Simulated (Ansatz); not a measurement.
# CH7BClN: the cost of one run

All numbers below are computed with Ansatz 0.2.0 (RKS PBE0-D4/cc-pVDZ).

## 1. Starting point

Bond lengths: B1–C3 1.600 Å, C3–H4 1.110 Å, C3–H5 1.110 Å, C3–H6 1.110 Å, B1–Cl7 1.860 Å, B1–N8 1.850 Å, N8–H9 1.060 Å, N8–H10 1.060 Å. Angles: B1–C3–H4 109.5°, B1–C3–H5 109.5°, B1–C3–H6 109.5°, H4–C3–H5 109.4°, H4–C3–H6 109.4°, H5–C3–H6 109.4°, C3–B1–Cl7 120.0°, C3–B1–N8 105.4°, Cl7–B1–N8 92.8°, B1–N8–H9 120.0°, B1–N8–H10 120.0°, H9–N8–H10 120.0°.

Structure file:

```xyz
11

B     0.0000    0.0000    0.0000
H     0.0000    0.0000    1.5400
C     1.3856    0.0000   -0.8000
H     1.7152   -1.0462   -0.9702
H     1.2491    0.5080   -1.7774
H     2.1552    0.5381   -0.2082
Cl   -1.6108    0.0000   -0.9300
N    -0.2314    1.7403    0.5833
H    -1.1621    2.2275    0.4417
H     0.5667    2.2503    1.0593
H    -0.1183    0.8900    1.5631
```

## 2. Pulling towards end A

Springs on the bonds that form and break draw the guess towards this end; the thresholds are loose.

File input.yaml:

```yaml
crystal:
  periodic: [false, false, false]
  atoms:
    - { symbol: B, position_ang: [0.0, 0.0, 0.0] }
    - { symbol: H, position_ang: [0.0, 0.0, 1.54] }
    - { symbol: C, position_ang: [1.3856, 0.0, -0.8] }
    - { symbol: H, position_ang: [1.7152, -1.0462, -0.9702] }
    - { symbol: H, position_ang: [1.2491, 0.508, -1.7774] }
    - { symbol: H, position_ang: [2.1552, 0.5381, -0.2082] }
    - { symbol: Cl, position_ang: [-1.6108, 0.0, -0.93] }
    - { symbol: "N", position_ang: [-0.2314, 1.7403, 0.5833] }
    - { symbol: H, position_ang: [-1.1621, 2.2275, 0.4417] }
    - { symbol: H, position_ang: [0.5667, 2.2503, 1.0593] }
    - { symbol: H, position_ang: [-0.1183, 0.89, 1.5631] }
basis:
  gaussian: { orbitals: cc-pVDZ }
hamiltonian:
  xc: pbe0
  dispersion: d4
relax:
  f_tol: 0.15
  max_steps: 25
  restrain:
    - { distance: [0, 7], at: 2.75, k: 30.0 }
    - { distance: [10, 1], at: 1.86, k: 30.0 }
    - { distance: [0, 1], at: 1.19, k: 30.0 }
    - { distance: [10, 7], at: 1.06, k: 30.0 }
```

Command:

```console
$ ansatz run input.yaml --threads 2 --pin off --max-ram 3072MiB --backend cpu --events-out ev --progress --plain --runs-dir out
```

**Question.** How long does this run take on 2 threads of AMD EPYC 9R45 (Zen 5), shared host, and how much memory does it need?

About 15 s, with a peak of 0.21 GiB.
